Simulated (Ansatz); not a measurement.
# S: pressure up to the limit of the methods

An exercise on one series of results from a longer session: the logs are not shown, and one member is left open.

Program: Ansatz 0.2.0. Level of theory: DFT PBEsol, with the methods named in each step. These are calculated values, not measurements.

**Starting point**

It takes space group Fd-3m (No. 227, cubic). The conventional cell has a = 5.540 Å, b = 5.540 Å, c = 5.540 Å, α = 90.00°, β = 90.00°, γ = 90.00°. S (site symmetry -43m) is surrounded by 4 S at 2.40 Å.

Coordinates:

```
S
1.0
     0.00000    2.76983    2.76983
     2.76983    0.00000    2.76983
     2.76983    2.76983    0.00000
S
2
Direct
  0.87500 0.87500 0.87500
  0.12500 0.12500 0.12500
```

Whether this phase is the stable one at these pressures isn't tested.

Atoms are numbered in the order of the input: S1, S2.

Set-up of the first run:

input.yaml

```yaml
crystal:
  lattice:
    - [0.0, 2.7698291284, 2.7698291284]
    - [2.7698291284, 0.0, 2.7698291284]
    - [2.7698291284, 2.7698291284, 0.0]
  atoms:
    - { symbol: S, position: [-0.125, -0.125, -0.125] }
    - { symbol: S, position: [0.125, 0.125, 0.125] }
kpoints:
  mp_grid: { grid: [13, 13, 13] }
scf:
  occupations: { method: fermi_dirac, width: 0.05 }
hamiltonian:
  xc: pbesol
  pseudopotentials: { kind: paw }
output:
  forces: true
  stress: true
relax:
  f_tol: 0.005
  max_steps: 40
  cell: {}
```

Run with:

```console
$ ansatz run input.yaml --threads 1 --pin off --max-ram 2048MiB --backend cpu --events-out ev --progress --plain --runs-dir out
```

Among the steps run: Cell relaxed at zero pressure, PAW; Volume scaled by 1, PAW; Volume scaled by 0.92, PAW; Volume scaled by 0.84, PAW; Volume scaled by 0.76, PAW; Volume scaled by 0.68, PAW; Volume scaled by 0.6, PAW; Volume scaled by 0.52, PAW; Volume scaled by 0.45, PAW; Volume scaled by 0.45, PAW (core large).

One table of the session follows, with a row left open; its other results are not shown here.

 The rows PAW, 0.45 and PAW (core large), 0.45 agree to the last digit and may rest on the same set-up.

```
          method  volume over the first  volume (Å³/atom)  pressure (GPa)
             PAW                      1            22.924            0.01
             PAW                   0.92            21.090            4.65
             PAW                   0.84            19.256           11.28
             PAW                   0.76            17.422           20.57
             PAW                   0.68                 ?               ?
             PAW                    0.6            13.754           53.85
             PAW                   0.52            11.920           83.11
             PAW                   0.45            10.316          125.89
PAW (core large)                   0.45            10.316          125.89
```

Q: Estimate the row for PAW, 0.68 from the others.

The run gave: volume (Å³/atom): 15.588; pressure (GPa): 34.35. In the column «volume (Å³/atom)» it lies between PAW, 0.6 (13.754) and PAW, 0.76 (17.422).
